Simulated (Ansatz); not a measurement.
# Cl4H4SiTi: the cost of one run

All numbers below are computed with Ansatz 0.2.0 (RKS PBE/def2-SVP).

**1. Starting point**

Bond lengths: Ti1–Cl2 2.720 Å, Ti1–Cl3 2.370 Å, Ti1–Cl4 2.368 Å, Ti1–Cl5 2.368 Å, Ti1–Si6 2.760 Å, Si6–H7 1.460 Å, Si6–H8 1.460 Å, Si6–H9 1.460 Å. Angles (14 of 16 angles, heavy atoms first): Cl2–Ti1–Cl3 109.4°, Cl2–Ti1–Cl4 109.5°, Cl2–Ti1–Cl5 109.5°, Cl2–Ti1–Si6 71.6°, Cl3–Ti1–Cl4 109.5°, Cl3–Ti1–Cl5 109.5°, Cl3–Ti1–Si6 178.9°, Cl4–Ti1–Cl5 109.5°, Cl4–Ti1–Si6 70.0°, Cl5–Ti1–Si6 70.0°, Ti1–Si6–H7 109.5°, Ti1–Si6–H8 109.5°, Ti1–Si6–H9 109.5°, H7–Si6–H8 109.4°.

Structure file:

```xyz
10

Ti    0.0000    0.0000    0.0000
Cl    0.0000    0.0000    2.7200
Cl    2.2349    0.0000   -0.7892
Cl   -1.1163    1.9339   -0.7892
Cl   -1.1163   -1.9339   -0.7892
Si   -2.6192    0.0000    0.8703
H    -3.4072   -0.9102    0.0444
H    -2.6704   -0.4389    2.2618
H    -3.1675    1.3491    0.7657
H    -1.5248    0.0000    2.1941
```

**2. A restrained relaxation towards end A**

Springs on the bonds that form and break draw the guess towards this end; the thresholds are loose.

File input.yaml:

```yaml
crystal:
  periodic: [false, false, false]
  atoms:
    - { symbol: Ti, position_ang: [0.0, 0.0, 0.0] }
    - { symbol: Cl, position_ang: [0.0, 0.0, 2.72] }
    - { symbol: Cl, position_ang: [2.2349, 0.0, -0.7892] }
    - { symbol: Cl, position_ang: [-1.1163, 1.9339, -0.7892] }
    - { symbol: Cl, position_ang: [-1.1163, -1.9339, -0.7892] }
    - { symbol: Si, position_ang: [-2.6192, 0.0, 0.8703] }
    - { symbol: H, position_ang: [-3.4072, -0.9102, 0.0444] }
    - { symbol: H, position_ang: [-2.6704, -0.4389, 2.2618] }
    - { symbol: H, position_ang: [-3.1675, 1.3491, 0.7657] }
    - { symbol: H, position_ang: [-1.5248, 0.0, 2.1941] }
basis:
  gaussian: { orbitals: def2-SVP }
hamiltonian:
  xc: pbe
relax:
  f_tol: 0.15
  max_steps: 25
  restrain:
    - { distance: [0, 5], at: 3.66, k: 30.0 }
    - { distance: [9, 1], at: 2.57, k: 30.0 }
    - { distance: [0, 1], at: 2.37, k: 30.0 }
    - { distance: [9, 5], at: 1.46, k: 30.0 }
```

Launch:

```sh
$ ansatz run input.yaml --threads 4 --pin off --max-ram 5120MiB --backend cpu --events-out ev --progress --plain --runs-dir out
```

Q: Estimate wall time and peak memory on 4 threads of Arm Neoverse V2, shared host.

About 39 s, with a peak of 0.25 GiB.
